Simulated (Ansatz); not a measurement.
# Cl4Si: the cost of one run

Program: Ansatz 0.2.0, Gaussian basis. Level of theory: PBE0-D4/def2-TZVP structures, single points in def2-TZVPP, no counterpoise correction. These are calculated values, not measurements.

Levels: SPW92, PBE-D4, BLYP-D4, r2SCAN-D4, B97M-V, PBE0-D4, B3LYP-D4, r2SCAN0-D4, BHLYP-D4, CAM-B3LYP-D4, wB97X-V, wB97M-V, B2PLYP, PBE-QIDH, Hartree-Fock, MP2, CCSD, CCSD(T).

Correlated methods freeze the cores. Orbitals are unrestricted. B3LYP uses VWN-RPA correlation. B2PLYP carries no dispersion term here.

94 further runs of the same task are left out: 94 set aside as unsound or not needed.

## (1) Starting geometry

The complex: 6 atoms, charge 0, spin multiplicity 2.

Atoms are counted from 1 here; the program's logs count them from 0.

Bond lengths: Cl1–Si2 2.022 Å, Si2–Cl3 2.021 Å, Si2–Cl4 2.021 Å, Si2–Cl5 2.021 Å. Angles: Cl1–Si2–Cl3 109.5°, Cl1–Si2–Cl4 109.5°, Cl1–Si2–Cl5 109.5°, Cl3–Si2–Cl4 109.5°, Cl3–Si2–Cl5 109.5°, Cl4–Si2–Cl5 109.5°.

As a file:

```xyz
6
charge 0, multiplicity 2
Cl   -0.4565    0.1069    0.9913
Si    0.4012   -0.0770   -0.8301
Cl    1.6307   -1.6815   -0.8370
Cl   -1.0362   -0.3235   -2.2299
Cl    1.4667    1.5900   -1.2447
H    -2.0059    0.3850    4.1504
```

Its parts: SiCl₄ holds atoms 1, 2, 3, 4, 5; H radical holds atoms 6. Each part counts its atoms afresh in its own runs.

## (2) Relaxing SiCl₄ alone

File relax-a/in.yaml:

```yaml
crystal:
  periodic: [false, false, false]
  atoms:
    - {symbol: Cl, position_ang: [-0.456507, 0.106913, 0.991288]}
    - {symbol: Si, position_ang: [0.401214, -0.077030, -0.830140]}
    - {symbol: Cl, position_ang: [1.630683, -1.681520, -0.836984]}
    - {symbol: Cl, position_ang: [-1.036157, -0.323507, -2.229867]}
    - {symbol: Cl, position_ang: [1.466652, 1.590008, -1.244683]}
basis:
  gaussian: {orbitals: def2-TZVP}
hamiltonian: {xc: pbe0, dispersion: d4}
relax: {f_tol: 0.005, max_steps: 200}
```

Run with:

```
$ ansatz run in.yaml --threads 8 --pin off --events-out ev --progress --plain --max-ram 19148MiB
```

What time and memory should one allow on 8 threads of Arm Neoverse V2, shared host?

About 1.7 s, with a peak of 0.61 GiB.
